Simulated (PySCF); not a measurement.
# C6H15N (dipropylamine): the cost of one run

Computed with PySCF 2.14.0 and routines of our own; the level stands in each step. Atoms count from 0.

## 1. The starting structure

22 atoms, charge 0, multiplicity 1; geometry from: GFN2-xTB.

## 2. Optimising the geometry at PBE0-D3(BJ)/def2-SVP

Job settings and geometry (Å):

```
{"job": {"xc": "PBE0", "basis": "def2-SVP", "d3": "d3bj", "grid": 2, "kind": "geom"}, "charge": 0, "multiplicity": 1}
C      3.698117    -0.201002     0.544447
C      2.474404    -0.339615    -0.351815
C      1.182240    -0.065730     0.411302
N      0.039290    -0.126861    -0.478604
C     -1.226686     0.066011     0.201397
C     -2.388580    -0.072330    -0.777171
C     -3.726923     0.206538    -0.105668
H      3.644516    -0.902520     1.374575
H      3.759198     0.805296     0.952223
H      4.608387    -0.400070    -0.016055
H      2.540571     0.359201    -1.186960
H      2.437343    -1.349780    -0.767253
H      1.094773    -0.777063     1.255126
H      1.212873     0.943478     0.835317
H      0.031828    -1.025726    -0.954531
H     -1.220519     1.076042     0.624894
H     -1.364966    -0.643951     1.039594
H     -2.231721     0.621849    -1.603899
H     -2.389658    -1.084296    -1.190093
H     -3.748309     1.216774     0.296492
H     -4.542320     0.102497    -0.817453
H     -3.894268    -0.490042     0.713286
```

Launch:

```console
OMP_NUM_THREADS=1 python excited_run.py task.json out
```

One launch serves the whole session: the jobs run in the order shown.

**Question.** How long does this first job take on 1 thread of Arm Neoverse V1, shared host, and how much memory does it need?

About 59 s, with a peak of 0.79 GiB.
